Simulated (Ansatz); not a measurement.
# CH7AlSn: the cost of one run

All numbers are computed with Ansatz 0.2.0, driven from Python. Level of theory: CCSD(T)/def2-SVP.

### Step 1. The structure

Bond lengths: C1–Sn2 2.077 Å, Sn2–Al3 2.615 Å, C1–H4 1.112 Å, C1–H5 1.106 Å, C1–H6 1.151 Å, Sn2–H7 1.736 Å, Sn2–H8 1.788 Å, Al3–H9 1.622 Å, Al3–H10 1.633 Å. Angles (14 of 15 angles, heavy atoms first): C1–Sn2–Al3 108.2°, C1–Sn2–H7 110.4°, C1–Sn2–H8 110.2°, Al3–Sn2–H7 109.2°, Al3–Sn2–H8 109.1°, Sn2–C1–H4 109.6°, Sn2–C1–H5 113.1°, Sn2–C1–H6 112.6°, Sn2–Al3–H9 122.5°, Sn2–Al3–H10 120.9°, H7–Sn2–H8 109.8°, H4–C1–H5 109.3°, H4–C1–H6 104.0°, H5–C1–H6 107.8°.

No structure file is read: the coordinates are typed or built in the script.

### Step 2. The script

tae_ch7alsn.py

```python
# -*- coding: utf-8 -*-
"""Atomisation energy of CH7AlSn at the given geometry."""

from collections import Counter

import ansatz as az


def total_energy(molecule, charge=0, unpaired=0):
    calc = (
        molecule.calculation()
        .basis(gaussian="def2-SVP")
        .correlation("ccsd_t")
    )
    if charge:
        calc = calc.charge(charge)
    if unpaired:
        calc = calc.spin("collinear", total=unpaired)
    return calc.run().report["free_energy_ev"]

GEOMETRY = """
C    -1.40710    0.74020   -0.60910
Sn    0.26110   -0.49080   -0.73170
Al    1.47350   -0.45500    1.58550
H    -1.91000    0.78800   -1.59980
H    -2.13470    0.40920    0.15550
H    -1.13410    1.83530   -0.38300
H    -0.21490   -2.11910   -1.10130
H     1.38230    0.11270   -1.98640
H     0.74480   -0.91770    2.95900
H     3.02210    0.04590    1.71420
"""

mol = az.Crystal.molecule()
for line in GEOMETRY.strip().splitlines():
    symbol, *xyz = line.split()
    mol = mol.atom(symbol, [float(v) for v in xyz])

# Hund ground states
unpaired = {"C": 2, "Sn": 2, "Al": 1, "H": 1}
counts = Counter(site.symbol for site in mol.cartesian_sites)
atom_energy = {s: total_energy(az.Crystal.molecule().atom(s, (0, 0, 0)), 0, unpaired[s]) for s in counts}
whole = total_energy(mol, 0, 0)
for s, e in atom_energy.items():
    print(f"{s:2s} x{counts[s]}  {e:14.5f} eV")
print(f"CH7AlSn: {whole:.5f} eV")
split = sum(counts[s] * e for s, e in atom_energy.items()) - whole
print(f"atomisation energy (no zero-point term): {96.485332 * split:.1f} kJ/mol, {split / sum(counts.values()):.3f} eV an atom")
```

### Step 3. The input behind the calls

The engine receives this input (first run):

```yaml
crystal:
  periodic: [false, false, false]
  atoms:
    - { symbol: C, position_ang: [0.0, 0.0, 0.0] }
basis:
  gaussian:
    orbitals: def2-SVP
magnetization:
  spin_polarized: true
  initial_magnetization: 2.0
correlation:
  method: ccsd_t
```

### Step 4. The run

The run is started by

```bash
$ python tae_ch7alsn.py
```

What time and memory should one allow on 1 thread of Arm Neoverse V1, shared host?

About 11 s, with a peak of 0.42 GiB.
